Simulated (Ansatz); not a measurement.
Geometry optimisation, DFT PBEsol, scalar-relativistic, plane waves, PAW in Ansatz.

Input file:

```yaml
crystal:
  lattice:
    - [6.429467, 0.0, 0.0]
    - [0.0, 6.429467, 0.0]
    - [0.0, 0.0, 7.802064]
  atoms:
    - { symbol: Si, position: [0.0, 0.0, 0.33498983] }
    - { symbol: Si, position: [0.0, 0.0, 0.66501015] }
    - { symbol: W, position: [0.0, 0.0, 0.0] }
    - { symbol: Si, position: [0.49999997, 0.0, 0.33498983] }
    - { symbol: Si, position: [0.49999997, 0.0, 0.66501015] }
    - { symbol: W, position: [0.49999997, 0.0, 0.0] }
    - { symbol: Si, position: [0.0, 0.49999997, 0.33498983] }
    - { symbol: Si, position: [0.0, 0.49999997, 0.66501015] }
    - { symbol: W, position: [0.0, 0.49999997, 0.0] }
    - { symbol: Si, position: [0.24999999, 0.24999999, 0.83498982] }
    - { symbol: Si, position: [0.24999999, 0.24999999, 0.16501016] }
    - { symbol: W, position: [0.24999999, 0.24999999, 0.49999999] }
    - { symbol: Si, position: [0.49999997, 0.49999997, 0.33498983] }
    - { symbol: Si, position: [0.49999997, 0.49999997, 0.66501015] }
    - { symbol: W, position: [0.49999997, 0.49999997, 0.0] }
    - { symbol: Si, position: [0.74999996, 0.24999999, 0.83498982] }
    - { symbol: Si, position: [0.74999996, 0.24999999, 0.16501016] }
    - { symbol: W, position: [0.74999996, 0.24999999, 0.49999999] }
    - { symbol: Si, position: [0.24999999, 0.74999996, 0.83498982] }
    - { symbol: Si, position: [0.24999999, 0.74999996, 0.16501016] }
    - { symbol: W, position: [0.24999999, 0.74999996, 0.49999999] }
    - { symbol: Si, position: [0.74999996, 0.74999996, 0.83498982] }
    - { symbol: Si, position: [0.74999996, 0.74999996, 0.16501016] }
    - { symbol: W, position: [0.74999996, 0.74999996, 0.49999999] }
    - { symbol: Ga, position: [0.25575382, -0.00632042, 0.91975407] }
basis:
  ecutwfc: 420.0
kpoints:
  mp_grid: { grid: [3, 3, 3] }
hamiltonian:
  xc: pbesol
  pseudopotentials: { kind: paw, azcp: { folder: soft_1 } }
scf:
  occupations: { method: gaussian, width: 0.15 }
  lower_state_search: "off"
relax:
  f_tol: 0.03
  max_steps: 60
  adjacent_minimum: "off"
output:
  write_density: true
  write_potential: true
  elf: true
  volumetric_format: npy
```

Run as:

```bash
$ ansatz run input.yaml --threads 4 --pin off --max-ram 10240MiB --backend cpu --events-out ev --progress --plain --runs-dir out
```

Q: Where does it end, and by what steps?

A: The forces met the threshold. The force dipped under the threshold on the way, but the program's further checks kept it going. Limits of this set-up: coarse k mesh, odd electron count without spin, PAW files made for another functional, a small cell, in which the defect meets its images. After 12 steps the energy has fallen by 24.522 eV; Ga25 moved furthest, 1.27 Å. The start is strongly strained (largest force component 41 eV/Å), so its close contacts needn't be bonds. Parted: Si11–Ga25 (2.53 → 3.63 Å), Si20–Ga25 (2.47 → 3.63 Å). Joined: Si2–Si5 (3.21 → 2.44 Å), Si10–Si19 (3.21 → 2.44 Å).

| step | energy less start (eV) | largest force component (eV/Å) | accepted |
| --- | --- | --- | --- |
| 0 | 0.0000 | 40.748 | yes |
| 1 | -13.9799 | 15.649 | yes |
| 2 | -20.8624 | 4.842 | yes |
| 3 | -22.1980 | 2.725 | yes |
| 4 | -22.9497 | 2.296 | yes |
| 5 | -23.4380 | 1.820 | yes |
| 6 | -23.9267 | 1.286 | yes |
| 7 | -24.3633 | 0.645 | yes |
| 8 | -24.5151 | 0.114 | yes |
| 9 | -24.5213 | 0.055 | yes |
| 10 | -24.5214 | 0.064 | yes |
| 11 | -24.5219 | 0.002 | yes |
| 12 | -24.5219 | 0.002 | yes |

```xyz
25
Lattice="6.4295 0.0000 0.0000 0.0000 6.4295 0.0000 0.0000 0.0000 7.8021" Properties=species:S:1:pos:R:3
Si 0.010 -0.002 2.643
Si -0.386 -0.002 5.098
W -0.071 -0.002 0.076
Si 3.208 -0.002 2.643
Si 3.604 -0.002 5.098
W 3.289 -0.002 0.076
Si 0.037 3.213 2.616
Si -0.037 3.213 5.233
W -0.114 3.213 0.092
Si 1.609 1.993 6.711
Si 1.609 1.597 1.364
W 1.609 1.679 3.931
Si 3.181 3.213 2.616
Si 3.255 3.213 5.233
W 3.331 3.213 0.092
Si 4.824 1.645 6.576
Si 4.824 1.570 1.391
W 4.824 1.721 3.915
Si 1.609 4.433 6.711
Si 1.609 4.829 1.364
W 1.609 4.748 3.931
Si 4.824 4.782 6.576
Si 4.824 4.856 1.391
W 4.824 4.705 3.915
Ga 1.609 -0.002 5.905
```

Time of the run: 120 s on 4 threads of Intel(R) Xeon(R) Platinum 8488C (Sapphire Rapids), on a shared host, peak memory 1.5 GiB.
